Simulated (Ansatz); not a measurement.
Input of an Ansatz 0.2.0 run:

File input.yaml:

```yaml
crystal:
  lattice:
    - [3.2305168867, 1.8651397941, 3.7970092083]
    - [-3.2305168867, 1.8651397941, 3.7970092083]
    - [0.0, -3.7302795883, 3.7970092083]
  atoms:
    - { symbol: Bi, position: [0.56529855, 0.56529855, 0.56529855] }
    - { symbol: Cs, position: [0.91728165, 0.91728165, 0.91728165] }
    - { symbol: Mg, position: [0.30219174, 0.30219174, 0.30219174] }
    - { symbol: O, position: [0.98223802, 0.49139226, 0.49139226] }
    - { symbol: O, position: [0.49139226, 0.49139226, 0.98223802] }
    - { symbol: O, position: [0.49139226, 0.98223802, 0.49139226] }
hamiltonian:
  xc: r2scan
  pseudopotentials: { kind: paw }
kpoints:
  mp_grid: { grid: [6, 6, 6] }
scf:
  occupations: { method: fermi_dirac, width: 0.05 }
output:
  forces: true
  stress: true
  eigenvalues: true
relax:
  f_tol: 0.01
  max_steps: 40
  cell: { stress_tol: 0.05, p_target: 2.0 }
```

Potentials or basis: Ansatz PAW.

Command:

```console
$ ansatz run input.yaml --threads 2 --pin off --max-ram 5632MiB --backend cpu --events-out ev --progress --plain --runs-dir out
```

What does it give for the band gap on the k mesh?

3.09 eV, indirect (least direct gap 3.13 eV).

Estimate the relaxed volume.

21.50 Å³/atom.

Final structure:
```
Bi Cs Mg O
1.0
     3.15594    1.82209    3.73883
    -3.15594    1.82209    3.73883
     0.00000   -3.64417    3.73883
Bi Cs Mg O
1 1 1 3
Direct
  0.56503 0.56503 0.56503
  0.90742 0.90742 0.90742
  0.30551 0.30551 0.30551
  0.98118 0.49533 0.49533
  0.49533 0.49533 0.98118
  0.49533 0.98118 0.49533
```

Caveat: the plane-wave basis is chosen anew once the cell has moved, so the energies of steps on either side of that aren't comparable; spin-orbit coupling is left out, which as a rule narrows the gap of such compounds by several tenths of an eV; the PAW data sets come from PBE, with cores solved anew for the run's functional, which leaves a small shift of forces and pressure. A k mesh can miss the band edges.
